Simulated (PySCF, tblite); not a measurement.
# B₁₄N₁₅H₁₅: electronic excitations, NMR shifts

Wanted: electronic excitations, NMR shifts for B₁₄N₁₅H₁₅.

Computed with tblite 0.8.0 and PySCF 2.14.0 and routines of our own; the level stands in each step. Atoms count from 0.

### Step 1. The starting structure

44 atoms, charge 0, multiplicity 1; geometry from: force field, distance geometry or constructed start.

### Step 2. Geometry optimisation with GFN2-xTB

Job settings and geometry (Å):

```
{"job": {"kind": "relax", "xc": "GFN2-xTB", "basis": "xTB"}, "charge": 0, "multiplicity": 1}
B      1.629100     2.523700    -0.001600
N      0.365300     3.253100    -0.006900
B     -0.882100     2.523200     0.001000
N     -0.888000     1.079900    -0.006200
B      0.367500     0.349300     0.003400
N      1.620900     1.075000    -0.002600
B      4.135800    -1.822800    -0.003300
N      2.883300    -1.096800     0.001500
B      1.626900    -1.826600    -0.000400
N      1.621400    -3.275300     0.001600
B      2.877800    -4.000700    -0.002100
N      4.133200    -3.276500    -0.000000
B     -2.146400     0.351200     0.005000
N     -2.140800    -1.100100    -0.002700
B     -0.889500    -1.819400     0.000200
N      0.366600    -1.098900     0.006300
N     -2.142600     3.252400     0.000900
B     -3.399900     2.522100    -0.001000
N     -3.399400     1.077300     0.002500
N     -4.651700     3.251400     0.002700
B     -5.912500     2.529300     0.001500
N     -5.911100     1.077000    -0.000200
B     -4.651100     0.355100     0.006600
B      5.387200     0.346200    -0.001500
N      4.136200     1.078100     0.000900
B      2.873800     0.349600     0.002500
N      5.392100    -1.097200    -0.000700
N     -0.887900    -3.273900     0.001200
B      0.369100    -3.999100    -0.002000
H      2.638500     3.110900     0.003400
H      0.372100     4.291100    -0.001100
H      2.878000    -5.168200     0.000200
H      5.035300    -3.794400    -0.001900
H     -3.041600    -1.620800     0.003700
H     -2.141800     4.292300    -0.003300
H     -4.654000     4.292700    -0.002900
H     -6.924300     3.110600    -0.004100
H     -6.810000     0.558000    -0.002600
H     -4.653400    -0.823400    -0.000100
H      6.399900     0.938900     0.001200
H      4.135600     2.113200     0.003800
H      6.298000    -1.625100     0.003700
H     -1.783000    -3.793500    -0.003600
H      0.371100    -5.170000    -0.001800
```

The run is started by

```
OMP_NUM_THREADS=2 python large_run.py task.json out
```

One launch serves the whole session: the jobs run in the order shown.

The program printed:

```text
step      E/eV     max force
  0   -1903.43998    1.545
  1   -1903.76569    1.106
  2   -1903.97520    0.748
  3   -1904.08344    0.628
  4   -1904.17223    0.456
  5   -1904.20578    0.278
  6   -1904.22282    0.259
  7   -1904.23152    0.153
  8   -1904.23817    0.129
  9   -1904.24261    0.107
 10   -1904.24628    0.129
 11   -1904.24961    0.107
 12   -1904.25257    0.123
 13   -1904.25477    0.135
 14   -1904.25628    0.098
 15   -1904.25743    0.057
 16   -1904.25839    0.046
 17   -1904.25907    0.042
 18   -1904.25946    0.035
 19   -1904.25973    0.026
 20   -1904.25998    0.034
 21   -1904.26024    0.035
 22   -1904.26044    0.021
 23   -1904.26058    0.023
 24   -1904.26069    0.021
 25   -1904.26080    0.027
 26   -1904.26092    0.024
 27   -1904.26101    0.017
```

Wall time 1.9 s (2 threads of Intel Xeon Platinum 8259CL at 2.50GHz, shared host); peak memory 0.16 GiB.

Relaxation path:

```
step  energy from step 0 (eV)  largest force (eV/Å)
   0                   0.0000                1.5450
   1                  -0.3257                1.1061
   2                  -0.5352                0.7478
   3                  -0.6435                0.6271
   4                  -0.7322                0.4569
   5                  -0.7658                0.2781
   6                  -0.7828                0.2592
   7                  -0.7915                0.1534
   8                  -0.7982                0.1293
   9                  -0.8026                0.1078
  10                  -0.8063                0.1291
  12                  -0.8126                0.1224
  13                  -0.8148                0.1347
  14                  -0.8163                0.0982
  16                  -0.8184                0.0461
  17                  -0.8191                0.0419
  18                  -0.8195                0.0352
  20                  -0.8200                0.0341
  21                  -0.8203                0.0357
  23                  -0.8206                0.0229
  24                  -0.8207                0.0201
  25                  -0.8208                0.0269
  26                  -0.8209                0.0238
  27                  -0.8210                0.0168
```

Close pairs (by a distance rule), those that changed most:

```
   bond  before (Å)  after (Å)  change (Å)
  B0–N1       1.459      1.409      -0.050
N19–B20       1.453      1.408      -0.045
N27–B28       1.451      1.407      -0.044
B10–N11       1.449      1.408      -0.041
N26–H41       1.049      1.009      -0.040
B23–N24       1.449      1.412      -0.037
N21–B22       1.452      1.417      -0.035
B12–N13       1.451      1.417      -0.034
```

The next job starts from the end point, and lists it.

### Step 3. Electronic excitations: TDA B3LYP/def2-SVP

Job settings and geometry (Å):

```
{"job": {"kind": "uv", "basis": "def2-SVP", "grid": 1, "kgrid": 0, "vcut": 1.5, "nstates": 6, "ntriplets": 2, "tda": true, "delta": ["ip_vertical"], "pop": true, "xc": "B3LYP"}, "charge": 0, "multiplicity": 1}
B      1.583525     2.530065    -0.000137
N      0.337037     3.187645    -0.001257
B     -0.905630     2.485049    -0.000524
N     -0.887930     1.053455     0.000460
B      0.379328     0.359891     0.000738
N      1.624424     1.100987     0.000752
B      4.109512    -1.804235     0.000117
N      2.870008    -1.081766     0.000583
B      1.631168    -1.810586     0.000266
N      1.627870    -3.258454    -0.000473
B      2.871906    -3.967341    -0.000681
N      4.073850    -3.233937    -0.000531
B     -2.135212     0.331647     0.000997
N     -2.067986    -1.084016     0.001348
B     -0.842404    -1.799503     0.000617
N      0.395615    -1.078345     0.000579
N     -2.154002     3.167521    -0.000939
B     -3.397270     2.475615    -0.000055
N     -3.411226     1.034295     0.000772
N     -4.633379     3.197988    -0.000751
B     -5.887548     2.558201    -0.000903
N     -5.866649     1.140010     0.000006
B     -4.676226     0.371752     0.001206
B      5.385999     0.322588     0.001077
N      4.148186     1.002091     0.001321
B      2.873421     0.356807     0.000952
N      5.344824    -1.090445     0.000405
N     -0.816331    -3.229287    -0.000480
B      0.381730    -3.966519    -0.000939
H      2.553707     3.196612     0.000013
H      0.318275     4.195928    -0.002234
H      2.898041    -5.141060    -0.000811
H      4.949971    -3.733659    -0.000775
H     -2.931154    -1.601587     0.001926
H     -2.159488     4.176478    -0.001792
H     -4.592049     4.205655    -0.001092
H     -6.894401     3.162863    -0.001909
H     -6.746862     0.648344    -0.000048
H     -4.777944    -0.800767     0.002545
H      6.407707     0.903273     0.001466
H      4.156931     2.008521     0.001662
H      6.208174    -1.611991     0.000201
H     -1.697055    -3.720662    -0.000786
H      0.353140    -5.140730    -0.001680
```

Level: TDA B3LYP/def2-SVP, vertical, gas phase, core orbitals frozen in the response, virtual orbitals cut by energy.

The program printed:

```text
start: PBE on a coarse grid of 38012 points
cycle   1  E = -1176.7439944407  dE =  4.743e+00  |g| = 1.404e+00  |ddm| = 8.626e+00
cycle   2  E = -1175.9475138934  dE =  7.965e-01  |g| = 2.330e+00  |ddm| = 3.551e+00
cycle   3  E = -1177.1946209443  dE = -1.247e+00  |g| = 2.071e-01  |ddm| = 2.299e+00
cycle   4  E = -1177.2053233041  dE = -1.070e-02  |g| = 8.261e-02  |ddm| = 2.857e-01
cycle   5  E = -1177.2067585195  dE = -1.435e-03  |g| = 3.357e-02  |ddm| = 9.481e-02
cycle   6  E = -1177.2070058228  dE = -2.473e-04  |g| = 1.017e-02  |ddm| = 3.587e-02
cycle   7  E = -1177.2070275166  dE = -2.169e-05  |g| = 2.486e-03  |ddm| = 9.546e-03
final grid: 168076 points
cycle   8  E = -1178.9306271232  dE = -1.015e-02  |g| = 1.354e-01  |ddm| = 3.402e-01
cycle   9  E = -1178.9281855585  dE =  2.442e-03  |g| = 1.713e-01  |ddm| = 2.188e-01
cycle  10  E = -1178.9343062416  dE = -6.121e-03  |g| = 1.116e-02  |ddm| = 1.283e-01
cycle  11  E = -1178.9343410717  dE = -3.483e-05  |g| = 2.767e-03  |ddm| = 1.526e-02
cycle  12  E = -1178.9343389227  dE =  2.149e-06  |g| = 1.291e-03  |ddm| = 3.009e-03
cycle  13  E = -1178.9343408136  dE = -1.891e-06  |g| = 2.969e-04  |ddm| = 1.253e-03
cycle  14  E = -1178.9343420085  dE = -1.195e-06  |g| = 8.557e-05  |ddm| = 3.037e-04
converged SCF energy = -1178.9343420085
Vertical ionisation energy (delta-SCF) = 7.7383 eV   <S^2> = 0.759

Static polarisability (au): isotropic 248.147, principal 121.819 273.047 349.575

Singlet excitations
state   eV       nm        f      main configurations
  1   5.8106    213.4   0.16498   H->L 0.89
  2   5.9765    207.5   0.07377   H->L+1 0.79
  3   6.1674    201.0   0.06024   H->L+2 0.58, H-2->L 0.13
  4   6.3022    196.7   0.03283   H-1->L 0.69, H->L+3 0.11
  5   6.4234    193.0   0.02828   H-2->L 0.61, H->L+2 0.11
  6   6.4833    191.2   0.22233   H->L+3 0.40, H-1->L+1 0.26, H->L+2 0.11

Triplet excitations (Tamm-Dancoff, eV): 5.5606 5.7416
```

Run time: 2.3 min. Hardware: 2 threads of Intel Xeon Platinum 8259CL at 2.50GHz, shared host; peak memory 1.6 GiB.

Frontier orbitals and where they lie:

```
orbital     eV                         atoms
 HOMO−4  -7.52     N7 19 %, N3 15 %, N1 14 %
 HOMO−3  -7.16  N13 14 %, N26 13 %, N18 12 %
 HOMO−2  -7.01    N27 16 %, N1 12 %, N16 9 %
 HOMO−1  -6.87   N24 12 %, N16 11 %, N11 9 %
   HOMO  -6.43   N13 13 %, N5 10 %, N26 10 %
   LUMO   0.02  B22 34 %, B20 22 %, B12 12 %
 LUMO+1   0.30   B0 32 %, B25 11 %, B20 10 %
 LUMO+2   0.43   B28 26 %, B10 24 %, B6 12 %
 LUMO+3   0.80   B23 19 %, B4 17 %, B28 11 %
```

With each of the 6 states as a Gaussian band of 0.4 eV half-width at 1/e, the curve within the window shown has maxima at 197 nm (ε 15,000) L/(mol cm). Beyond the last state computed it falls off for lack of states. The curve at chosen wavelengths:

```tsv
nm	ε (L/mol/cm)
183	6249
185	8221
187	10164
190	12622
192	13777
194	14502
196	14845
198	14896
201	14637
203	14342
205	13982
207	13545
209	13003
212	11935
214	11039
216	10011
218	8888
220	7716
223	5981
225	4906
227	3936
229	3090
231	2376
234	1543
236	1130
238	812
```

Ground-state properties from the same run:

```
           property  computed
  dipole moment (D)      2.86
polarisability (Å³)     36.77
 HOMO–LUMO gap (eV)      6.44
      −ε(HOMO) (eV)      6.43
```

### Step 4. NMR shifts: GIAO KT3/pcSseg-1

Settings changed since step 3:

```diff
@@ -1,2 +1,2 @@
-{"job": {"kind": "uv", "basis": "def2-SVP", "grid": 1, "kgrid": 0, "vcut": 1.5, "nstates": 6, "ntriplets": 2, "tda": true, "delta": ["ip_vertical"], "pop": true, "xc": "B3LYP"}, "charge": 0, "multiplicity": 1}
+{"job": {"kind": "nmr", "xc": "KT3", "basis": "pcSseg-1", "pop": false}, "charge": 0, "multiplicity": 1}
 B      1.583525     2.530065    -0.000137
```

With the program's defaults for keys left out, this is: GIAO KT3/pcSseg-1 NMR shielding, non-relativistic, gas phase.

The program printed:

```text
start: PBE on a coarse grid of 38012 points
cycle   1  E = -1177.4747737592  dE =  4.889e+00  |g| = 1.442e+00  |ddm| = 6.778e+00
cycle   2  E = -1176.6665340265  dE =  8.082e-01  |g| = 2.387e+00  |ddm| = 3.097e+00
cycle   3  E = -1177.9313616639  dE = -1.265e+00  |g| = 2.132e-01  |ddm| = 2.079e+00
cycle   4  E = -1177.9422191969  dE = -1.086e-02  |g| = 8.026e-02  |ddm| = 2.387e-01
cycle   5  E = -1177.9435390423  dE = -1.320e-03  |g| = 3.130e-02  |ddm| = 7.671e-02
cycle   6  E = -1177.9437423766  dE = -2.033e-04  |g| = 1.055e-02  |ddm| = 3.061e-02
cycle   7  E = -1177.9437639171  dE = -2.154e-05  |g| = 2.530e-03  |ddm| = 8.076e-03
final grid: 355935 points
cycle   8  E = -1198.3494758151  dE = -5.866e-02  |g| = 1.605e-01  |ddm| = 6.044e-01
cycle   9  E = -1198.3404513456  dE =  9.024e-03  |g| = 2.603e-01  |ddm| = 2.784e-01
cycle  10  E = -1198.3550194574  dE = -1.457e-02  |g| = 1.468e-02  |ddm| = 1.704e-01
cycle  11  E = -1198.3550634199  dE = -4.396e-05  |g| = 6.152e-03  |ddm| = 1.742e-02
cycle  12  E = -1198.3550719694  dE = -8.550e-06  |g| = 2.301e-03  |ddm| = 5.849e-03
cycle  13  E = -1198.3550740774  dE = -2.108e-06  |g| = 4.426e-04  |ddm| = 2.449e-03
cycle  14  E = -1198.3550715769  dE =  2.500e-06  |g| = 1.587e-04  |ddm| = 4.424e-04
cycle  15  E = -1198.3550742464  dE = -2.669e-06  |g| = 5.349e-05  |ddm| = 1.643e-04
converged SCF energy = -1198.3550742464

GIAO shielding tensors (ppm)
atom      isotropic    diamagn.    paramagn.     s11        s22        s33       span
  0 B       75.720     201.604    -125.884     50.031     68.762    108.366     58.335
  1 N      141.091     329.095    -188.003     40.743    174.662    207.870    167.127
  2 B       80.570     203.954    -123.383     66.140     73.176    102.395     36.256
  3 N      139.702     349.512    -209.810     77.053     82.606    259.446    182.393
  4 B       78.321     202.426    -124.105     67.747     69.645     97.571     29.824
  5 N      129.804     347.410    -217.606     44.919     83.110    261.382    216.463
  6 B       80.838     198.937    -118.100     67.396     71.110    104.006     36.610
  7 N      136.796     343.890    -207.094     71.970     75.615    262.804    190.834
  8 B       78.840     201.567    -122.727     66.165     70.884     99.471     33.306
  9 N      111.606     336.103    -224.497     26.292     45.309    263.217    236.925
 10 B       72.203     194.777    -122.573     49.491     64.052    103.067     53.575
 11 N      139.994     320.323    -180.330     40.398    172.882    206.701    166.304
 12 B       77.919     203.840    -125.920     62.183     74.423     97.153     34.970
 13 N      162.232     336.495    -174.263     92.774    177.313    216.608    123.834
 14 B       80.278     204.351    -124.073     65.963     73.142    101.728     35.765
 15 N      138.817     352.391    -213.574     74.177     80.406    261.869    187.693
 16 N      164.561     328.746    -164.185    106.960    192.125    194.598     87.638
 17 B       80.920     199.228    -118.309     65.220     72.838    104.701     39.481
 18 N      129.342     335.164    -205.821     41.616     83.458    262.953    221.336
 19 N      141.141     323.269    -182.127     40.822    174.286    208.316    167.495
 20 B       77.482     195.860    -118.378     52.799     67.173    112.474     59.675
 21 N      126.409     320.565    -194.156     -5.930    162.350    222.807    228.736
 22 B       76.880     200.144    -123.263     50.423     68.909    111.309     60.885
 23 B       76.842     196.587    -119.745     52.454     67.403    110.669     58.214
 24 N      145.936     331.854    -185.918     43.833    165.476    228.500    184.667
 25 B       78.427     199.228    -120.801     65.052     71.561     98.668     33.617
 26 N      145.601     319.932    -174.331     50.843    175.783    210.179    159.336
 27 N      140.059     331.582    -191.523     39.854    173.556    206.767    166.913
 28 B       72.184     198.687    -126.503     49.249     64.487    102.815     53.566
 29 H       26.750      34.758      -8.008     21.623     27.877     30.751      9.128
 30 H       26.987      31.975      -4.988     21.098     28.146     31.716     10.618
 31 H       26.954      26.678       0.276     23.343     28.254     29.264      5.921
 32 H       26.962      23.394       3.568     21.604     27.477     31.807     10.202
 33 H       26.671      38.527     -11.856     17.821     29.241     32.951     15.130
 34 H       28.368      33.344      -4.976     21.677     29.733     33.694     12.017
 35 H       27.071      27.074      -0.004     21.613     28.228     31.371      9.758
 36 H       27.255      22.338       4.917     24.113     27.445     30.208      6.096
 37 H       26.020      24.071       1.948     21.474     25.887     30.698      9.224
 38 H       26.799      34.585      -7.785     21.811     27.593     30.994      9.182
 39 H       27.188      25.093       2.096     23.764     27.689     30.112      6.348
 40 H       25.845      34.470      -8.625     18.161     28.041     31.333     13.173
 41 H       27.167      23.316       3.851     21.854     27.418     32.230     10.376
 42 H       26.903      33.177      -6.275     21.140     28.142     31.427     10.288
 43 H       26.935      29.094      -2.159     23.257     28.064     29.484      6.227
```

Run time: 53 s. Hardware: 2 threads of Intel Xeon Platinum 8259CL at 2.50GHz, shared host; peak memory 1.3 GiB.

Shifts follow as δ = σ(reference) − σ, with reference shieldings (ppm) from runs at the same level and on the same kind of geometry: 1H TMS 31.76, 15N NH3 264.4, 11B BF3·OEt2 100.0. The references are single molecules in the gas phase, so shifts against H2O, NH3, PH3, H3PO4 or CFCl3 are not on the usual liquid scales and can be off by tens of ppm.

```
atoms                           environment  σ (ppm)  δ (ppm)
  H40  hydrogen on a nitrogen bonded to 2 B    25.84     5.92
  H37  hydrogen on a nitrogen bonded to 2 B    26.02     5.74
  H33  hydrogen on a nitrogen bonded to 2 B    26.67     5.09
  H29     hydrogen on a boron bonded to 2 N    26.75     5.01
  H38     hydrogen on a boron bonded to 2 N    26.80     4.96
  H42  hydrogen on a nitrogen bonded to 2 B    26.90     4.86
  H43     hydrogen on a boron bonded to 2 N    26.94     4.82
  H31     hydrogen on a boron bonded to 2 N    26.95     4.81
  H32  hydrogen on a nitrogen bonded to 2 B    26.96     4.80
  H30  hydrogen on a nitrogen bonded to 2 B    26.99     4.77
  H35  hydrogen on a nitrogen bonded to 2 B    27.07     4.69
  H41  hydrogen on a nitrogen bonded to 2 B    27.17     4.59
  H39     hydrogen on a boron bonded to 2 N    27.19     4.57
  H36     hydrogen on a boron bonded to 2 N    27.26     4.50
  H34  hydrogen on a nitrogen bonded to 2 B    28.37     3.39
  B28                boron bonded to 2 N, H     72.2     27.8
  B10                boron bonded to 2 N, H     72.2     27.8
   B0                boron bonded to 2 N, H     75.7     24.3
  B23                boron bonded to 2 N, H     76.8     23.1
  B22                boron bonded to 2 N, H     76.9     23.1
  B20                boron bonded to 2 N, H     77.5     22.5
  B12                   boron bonded to 3 N     77.9     22.1
   B4                   boron bonded to 3 N     78.3     21.7
  B25                   boron bonded to 3 N     78.4     21.5
   B8                   boron bonded to 3 N     78.8     21.1
  B14                   boron bonded to 3 N     80.3     19.7
   B2                   boron bonded to 3 N     80.6     19.4
   B6                   boron bonded to 3 N     80.8     19.1
  B17                   boron bonded to 3 N     80.9     19.1
   N9                nitrogen bonded to 3 B    111.6    152.8
  N21             nitrogen bonded to 2 B, H    126.4    138.0
  N18                nitrogen bonded to 3 B    129.3    135.1
   N5                nitrogen bonded to 3 B    129.8    134.6
   N7                nitrogen bonded to 3 B    136.8    127.6
  N15                nitrogen bonded to 3 B    138.8    125.6
   N3                nitrogen bonded to 3 B    139.7    124.7
  N11             nitrogen bonded to 2 B, H    140.0    124.4
  N27             nitrogen bonded to 2 B, H    140.1    124.3
   N1             nitrogen bonded to 2 B, H    141.1    123.3
  N19             nitrogen bonded to 2 B, H    141.1    123.3
```

Ring of atoms B0, N1, B2, N3, B4, N5: NICS(0) -1.4, NICS(1) -1.8, NICS(1)zz 1.5 ppm (means of both faces).

Ring of atoms B2, N3, B12, N16, B17, N18: NICS(0) -1.6, NICS(1) -1.5, NICS(1)zz 2.6 ppm (means of both faces).

Ring of atoms N3, B4, B12, N13, B14, N15: NICS(0) -1.6, NICS(1) -1.5, NICS(1)zz 2.5 ppm (means of both faces).

### Step 5. Results

| quantity | value |
| --- | --- |
| lowest singlet (B3LYP/def2-SVP) | 5.81 eV (213 nm), f = 0.165 |
| brightest single state of those computed | state 6, 6.48 eV, f = 0.222 |
| lowest triplet | 5.56 eV |
| 1H shifts against TMS (KT3/pcSseg-1) | 5.92, 5.74, 5.09, 5.01, 4.96, 4.86, 4.82, 4.81, 4.80, 4.77, 4.69, 4.59, 4.57, 4.50 ppm and more |
| 11B shifts against BF3·OEt2 (KT3/pcSseg-1) | 27.8, 27.8, 24.3, 23.1, 23.1, 22.5, 22.1, 21.7, 21.5, 21.1, 19.7, 19.4, 19.1, 19.1 ppm |
| 15N shifts against NH3 (KT3/pcSseg-1) | 152.8, 138.0, 135.1, 134.6, 127.6, 125.6, 124.7, 124.4, 124.3, 123.3, 123.3, 118.8, 118.5, 102.2 ppm and more |

**Reading.** The first singlet state (HOMO→LUMO 0.89) lies at 5.81 eV and is bright; of the 6 states computed, the strongest absorption comes from state 6 at 6.48 eV (the last computed, so partners may be missing). The lowest triplet lies 0.25 eV below the lowest singlet. States above −ε(HOMO) lie where TDDFT describes them poorly and they hang on the basis; the brightest is among them.
